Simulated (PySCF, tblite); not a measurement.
# CH6NOSi radical: geometry, infrared bands and EPR parameters

What infrared bands and EPR parameters should CH6NOSi radical (`[CH2]O[SiH2]N`) show?

The runs use tblite 0.8.0 and PySCF 2.14.0, with density-fitted response routines of our own; the level of theory stands in each step. All values are computed, except where a source is named. Atoms are numbered from 0 throughout.

## 1. Starting geometry

10 atoms, charge 0, multiplicity 2; geometry from: force field or distance geometry start.

Bonds of the start (Å): C0–O1 1.37, O1–Si2 1.64, Si2–N3 1.70, C0–H4 1.07, C0–H5 1.08, Si2–H6 1.49, Si2–H7 1.47, N3–H8 1.03, N3–H9 1.02.

## 2. Optimising the geometry with GFN2-xTB

Job settings and geometry (Å):

```
{"job": {"kind": "relax", "xc": "GFN2-xTB", "basis": "xTB"}, "charge": 0, "multiplicity": 2}
C      1.666000     0.068200     0.626400
O      0.831700    -0.717900    -0.119500
Si    -0.471100    -0.101600    -0.902700
N     -1.681800     0.090000     0.270200
H      2.466500    -0.463800     1.106500
H      1.503400     1.136700     0.652900
H     -0.181000     1.242900    -1.463700
H     -0.977100    -1.045000    -1.911900
H     -1.852000    -0.839000     0.678400
H     -1.295700     0.634300     1.040800
```

Launch:

```
> OMP_NUM_THREADS=1 python probes_run.py task.json out
```

One launch serves the whole session: the jobs run in the order shown.

**Question.** This job is followed by: GFN2-xTB harmonic vibrations, gas phase; UKS B3LYP, pcH-1 on C H N O Si, non-relativistic, mean-field spin-orbit, GIAO. Predict these results of the whole session: strongest single infrared mode (GFN2-xTB); zero-point energy (GFN2-xTB); g(iso) (B3LYP); ⟨S²⟩; largest a(iso) (averaged by class); potential on the surface of density 0.002 e/bohr³, 1st and 99th percentile.

**Answer**, as computed:

```
                                                                  quantity                  value
                                 strongest single infrared mode (GFN2-xTB)  2238 cm⁻¹, 376 km/mol
                                              zero-point energy (GFN2-xTB)          42.8 kcal/mol
                                                            g(iso) (B3LYP)                2.00320
                                                                      ⟨S²⟩     0.753 (exact 0.75)
                                        largest a(iso) (averaged by class)    13C on C0, 85.1 MHz
potential on the surface of density 0.002 e/bohr³, 1st and 99th percentile     -1.17 V and 1.73 V
```

Over 163 steps the energy fell by 0.463 eV; of the close pairs, C0–O1 changed most, 1.368 to 1.332 Å. No mode is imaginary among the 24: a minimum at this level. The strongest single mode, at 2238 cm⁻¹, moves mainly H6. Unscaled tight-binding wavenumbers are off by several per cent, some by more. Its intensities can rank the bands wrongly. C0 carries the largest spin population, 0.97 e. The isotropic g lies 0.9 ppt above the free-electron value. These values are for one conformer; the search (at its own cheap level) found 2 more, at 0.00, 1.20 kcal/mol (those within 0.05 may be mirror or relabelled copies), and measured spectra average over such forms.
